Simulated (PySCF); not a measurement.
# A diatomic session: TlGe

An exercise on one series of results from a longer session: the logs are not shown, and one member is left open.

Program: PySCF 2.14.0. Level of theory: Tl cc-pVDZ-PP with ECP60, Ge cc-pVDZ-PP with ECP10, scalar-relativistic core potentials. These are calculated values, not measurements.

The first run:

The job is set up so:

```yaml
atoms: Tl, Ge
charge: 0
basis: Tl cc-pVDZ-PP with ECP60, Ge cc-pVDZ-PP with ECP10
Hamiltonian: scalar-relativistic core potentials
basis_functions: 46
electrons_treated: 43
masses_in_u: 204.9744, 73.9212
levels: PBE0, PBE, r²SCAN, B97-3, B3LYP, M06-L, CAM-B3LYP, HF, MP2, SCS-MP2, CCSD, CCSD(T)
grid: 80 radial by 434 angular points
occupations: held fixed by the projection of orbital angular momentum
dissociation_limit: Tl + Ge, each in its ground configuration
starting_distance_in_angstrom: 2.590
values_of_2S_to_try: 1, 3
```

On the command line:

```sh
OMP_NUM_THREADS=1 python dia.py task.json out
```

Steps of the session up to this table: Set-up; PBE0 along the bond; Excited determinants; PBE (GGA); r²SCAN (meta-GGA); B97-3 (global hybrid GGA); B3LYP; M06-L; CAM-B3LYP (range-separated hybrid); UHF (mean field); Adding correlation.

One table of the session follows, with a row left open; its other results are not shown here.

```
      level  Re (Å)  ωe (cm⁻¹)  De (eV)
        UHF   2.814      143.0     1.27
    UHF-MP2   2.726      162.2     1.90
UHF-SCS-MP2   2.741      158.1     1.68
   UHF-CCSD       ?          ?        ?
UHF-CCSD(T)   2.753      156.2     1.85
        PBE   2.763      147.5     2.24
     r²SCAN   2.723      155.2     2.24
      M06-L   2.764      149.6     2.18
      B3LYP   2.771      147.2     1.94
       PBE0   2.731      155.7     2.11
      B97-3   2.776      147.7     1.96
  CAM-B3LYP   2.723      158.0     1.82
```

Q: Estimate the row for UHF-CCSD from the others.

**Answer.** Re (Å): 2.758; ωe (cm⁻¹): 155.4; De (eV): 1.77. In the column «Re (Å)» it lies between UHF-CCSD(T) (2.753) and PBE (2.763).
